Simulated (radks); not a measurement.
**P⁺ in [Ne] 3s2 3p2: an all-electron calculation**

An exercise on one series of results from a longer session: the logs are not shown, and one member is left open.

Method: Dirac Kohn-Sham, RPBE, spin-unpolarised, spherical densities, point nucleus; open shells fill j = l - 1/2 first. Code: radks (a radial shooting solver on a logarithmic mesh, Libxc functionals) version 1.

## What is computed

| Property | Result |
| --- | --- |
| element | phosphorus (Z = 15) |
| charge | +1 |
| electrons | 14 |
| configuration | [Ne] 3s2 3p2 |

Set-up of the first run:

The run's settings:

```text
Z 15
configuration [Ne] 3s2 3p2
relativity Dirac
functional rpbe,pbe
spin unpolarised
j_filling energy
nucleus point
c 137.035999084
```

One table of the session follows, with a row left open; its other results are not shown here.

It belongs to the step «Radial structure». Radial moments (bohr):

```
level     <r>  outermost maximum (interpolated)  90 % within  nodes
1s1/2  0.1035                            0.0676        0.185      0
2s1/2  0.5188                             0.419        0.815      1
2p1/2  0.4831                             0.353        0.808      0
2p3/2       ?                                 ?            ?      ?
3s1/2   1.823                              1.55         2.74      2
3p1/2   2.138                              1.76         3.30      1
3p3/2   2.144                              1.76         3.31      1
```

**Question.** Estimate the row for 2p3/2.

**Answer.** <r>: 0.4854; outermost maximum (interpolated): 0.355; 90 % within: 0.811; nodes: 0. In the column «<r>» it lies between 2p1/2 (0.4831) and 2s1/2 (0.5188).

Limits of these values: Spin polarisation and multiplet splitting are left out.
